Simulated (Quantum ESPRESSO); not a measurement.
GaSb3 under changes of volume

One of the cells (25.960 Å³/atom); the others are scaled copies at fixed shape and fractional positions:

```xyz
4
Lattice="0.0000 3.7306 3.7306 3.7306 0.0000 3.7306 3.7306 3.7306 0.0000" Properties=species:S:1:pos:R:3 pbc="T T T"
Sb    3.7306    3.7306    3.7306
Sb    5.5959    5.5959    5.5959
Sb    1.8653    1.8653    1.8653
Ga    0.0000    0.0000    0.0000
```

The cell comes from a database or a generator and needn't be the stable form of this composition.

* Program: Quantum ESPRESSO 7.5
* Functional: LDA
* Potentials or basis: GBRV 1.5 LDA
* Cutoff: 762 eV
* Density cutoff: 6095 eV
* k mesh: 6 × 6 × 6
* Occupations: fermi-dirac, width 0.05 eV
* Spin: no spin polarisation

| volume (Å³/atom) | energy over the lowest point (meV/atom) | pressure (GPa) |
| --- | --- | --- |
| 24.402 | 0.00 | -1.5 |
| 24.922 | 6.57 | -2.6 |
| 25.441 | 16.31 | -3.5 |
| 25.960 | 28.94 | -4.4 |
| 26.479 | 44.31 | -5.2 |
| 26.998 | 62.17 | -6.0 |
| 27.518 | ? | ? |

Question: What does the run at 27.518 Å³/atom give?

Answer: Energy over the lowest point 82.36 meV/atom; pressure -6.6 GPa.

Worked out: A Birch-Murnaghan fit of order 3 (a polynomial in V^(-2/3)) to the other rows has its minimum at 23.69 Å³/atom, just outside them, with B0 = V·E''(V) = 53 GPa (rough, since the energies scatter). It gives 82.39 meV/atom at 27.518 Å³/atom, against the run's 82.36, and -dE/dV = -6.6 GPa, against -6.6.

Energies are extrapolated to zero smearing.
